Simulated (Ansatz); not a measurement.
# BMoW3: the cost of one run

Computed with Ansatz 0.2.0 (DFT PBE, scalar-relativistic, plane waves, PAW, unless a step's input says otherwise).

## (1) The structure to begin with

Symmetry: Pm-3m, No. 221, cubic system. The conventional cell has a = 4.265 Å, b = 4.265 Å, c = 4.265 Å, α = 90.00°, β = 90.00°, γ = 90.00°. Around B (site symmetry m-3m) lie 6 W at 2.13 Å. Around Mo (site symmetry m-3m) lie 12 W at 3.02 Å. Around W (site symmetry 4/mmm) lie 2 B at 2.13 Å.

Structure file:

```cif
data_structure
_symmetry_space_group_name_H-M 'Pm-3m'
_symmetry_Int_Tables_number 221
_cell_length_a 4.2646
_cell_length_b 4.2646
_cell_length_c 4.2646
_cell_angle_alpha 90.000
_cell_angle_beta 90.000
_cell_angle_gamma 90.000
_cell_volume 77.56
loop_
_atom_site_label
_atom_site_type_symbol
_atom_site_symmetry_multiplicity
_atom_site_Wyckoff_symbol
_atom_site_fract_x
_atom_site_fract_y
_atom_site_fract_z
_atom_site_occupancy
B1 B 1 b 0.50000 0.50000 0.50000 1
Mo1 Mo 1 a 0.00000 0.00000 0.00000 1
W1 W 3 c 0.50000 0.00000 0.50000 1
```

A structure generator made this guess: species swapped into a database cell of Yb3PbO (Pm-3m, No. 221), with W on the Yb sites, Mo on the Pb sites and B on the O sites. Lengths come from tabulated atomic sizes and are only a guess.

## (2) The guess as it stands, on a coarse mesh

The input, input.yaml:

```yaml
crystal:
  lattice:
    - [4.2645865, 0.0, 0.0]
    - [0.0, 4.2645865, 0.0]
    - [0.0, 0.0, 4.2645865]
  atoms:
    - { symbol: B, position: [0.5, 0.5, 0.5] }
    - { symbol: Mo, position: [0.0, 0.0, 0.0] }
    - { symbol: W, position: [0.5, 0.0, 0.5] }
    - { symbol: W, position: [0.0, 0.5, 0.5] }
    - { symbol: W, position: [0.5, 0.5, 0.0] }
basis:
  ecutwfc: 420
kpoints:
  mp_grid: { grid: [4, 4, 4] }
hamiltonian:
  xc: pbe
scf:
  occupations: { method: gaussian, width: 0.1 }
  lower_state_search: "off"
output:
  forces: true
  stress: true
  eigenvalues: true
```

Run with:

```console
$ ansatz run input.yaml --threads 1 --pin off --max-ram 2560MiB --backend cpu --events-out ev --progress --plain --runs-dir out
```

**Question.** How long does this run take on 1 thread of Intel Xeon at 2.50GHz (Skylake/Cascade Lake), shared host, and how much memory does it need?

About 4.3 s, with a peak of 0.36 GiB.
